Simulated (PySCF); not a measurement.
# SiI⁻ (triplet) under other conditions

One physical setting of the base script is moved in each run, with the edits that it forces.

Program: PySCF 2.14.0. Level of theory: method and basis as typed in the scripts. These are calculated values, not measurements.

5 further runs of the same task are left out: 2 for a known fault of the program, 3 that didn't finish.

## 1. Starting geometry

SiI⁻ (triplet): 2 atoms, charge -1, spin multiplicity 3.

Bond lengths: Si1–I2 2.525 Å.

## 2. Base script

File input.py:

```python
from pyscf import gto, dft
from pyscf.geomopt.geometric_solver import optimize

mol = gto.M(
    atom='Si 0 0 0; I 0 0 2.525',
    basis='sto-3g',
    charge=-1,
    spin=2,
    verbose=4,
)
mf = dft.ROKS(mol, xc='o3lyp')
mf.kernel()
g = mf.nuc_grad_method()
g.grid_response = True
mol_eq = optimize(g.as_scanner(), maxsteps=30)
print('optimised geometry (angstrom)')
print(mol_eq.tostring('raw'))
print('orbital energies (hartree):', mf.mo_energy[..., max(0, mol.nelec[1]-3):mol.nelec[0]+3].round(4))
```

The run is started by

```sh
$ python input.py
```

The log of this run is left out.

In short: at the starting geometry E(SCF) = -7140.580959 Eh, 7 cycles, optimised bond 2.719 Å in 5 steps; the optimisation lowers the energy by 0.159 eV.

No relativity is included for the heavy element. The triplet is typed in the script; nothing here shows that it is the ground state.

## 3. Bond 3.787 Å

Variant 1 changes bond length: 2.525 Å → 3.787 Å.

File input.py:

```python
from pyscf import gto, dft
from pyscf.geomopt.geometric_solver import optimize

mol = gto.M(
    atom='Si 0 0 0; I 0 0 3.787',
    basis='sto-3g',
    charge=-1,
    spin=2,
    verbose=4,
)
mf = dft.ROKS(mol, xc='o3lyp')
mf.kernel()
g = mf.nuc_grad_method()
g.grid_response = True
mol_eq = optimize(g.as_scanner(), maxsteps=30)
print('optimised geometry (angstrom)')
print(mol_eq.tostring('raw'))
print('orbital energies (hartree):', mf.mo_energy[..., max(0, mol.nelec[1]-3):mol.nelec[0]+3].round(4))
```

The run is started by

```sh
$ python input.py
```

## 4. Electric field 0.001 a.u.

Variant 2 changes electric field: none → 0.001 a.u.; step after the SCF: optimize → analyze.

File input.py:

```python
from pyscf import gto, dft

mol = gto.M(
    atom='Si 0 0 0; I 0 0 2.525',
    basis='sto-3g',
    charge=-1,
    spin=2,
    verbose=4,
)
mf = dft.ROKS(mol, xc='o3lyp')
field = 0.001  # electric field along z, atomic units
h = mf.get_hcore() + field*mol.intor('int1e_r')[2]
mf.get_hcore = lambda *args: h
e_nuc = mol.energy_nuc() - field*mol.atom_charges() @ mol.atom_coords()[:, 2]
mf.energy_nuc = lambda *args: e_nuc
mf.kernel()
mf.analyze()
print('orbital energies (hartree):', mf.mo_energy[..., max(0, mol.nelec[1]-3):mol.nelec[0]+3].round(4))
```

## 5. Bond 2.02 Å

Variant 3 changes bond length: 2.525 Å → 2.02 Å.

Changes to input.py since step 2:

```diff
@@ -4,3 +4,3 @@
 mol = gto.M(
-    atom='Si 0 0 0; I 0 0 2.525',
+    atom='Si 0 0 0; I 0 0 2.02',
     basis='sto-3g',
```

**Question.** What will these runs give? Wanted: for each run, E(SCF); from base; after the SCF.

The runs gave:

| run | E(SCF) (hartree) | from base (eV) | cycles | after the SCF |
| --- | --- | --- | --- | --- |
| base | -7140.580959 | 0 | 7 | bond 2.719 Å, -0.159 eV |
| bond 3.787 Å | -7140.526139 | +1.4917 | 9 | bond 3.699 Å, -0.002 eV |
| electric field 0.001 a.u. | -7140.578383 | not comparable | 7 | n/a |
| bond 2.02 Å | -7140.437163 | +3.9129 | 6 | bond 2.719 Å, -4.072 eV |

SCF columns refer to the geometry typed in the script.

Of the runs whose energies can be compared, “bond 2.02 Å” moves the SCF energy most (+3.913 eV).
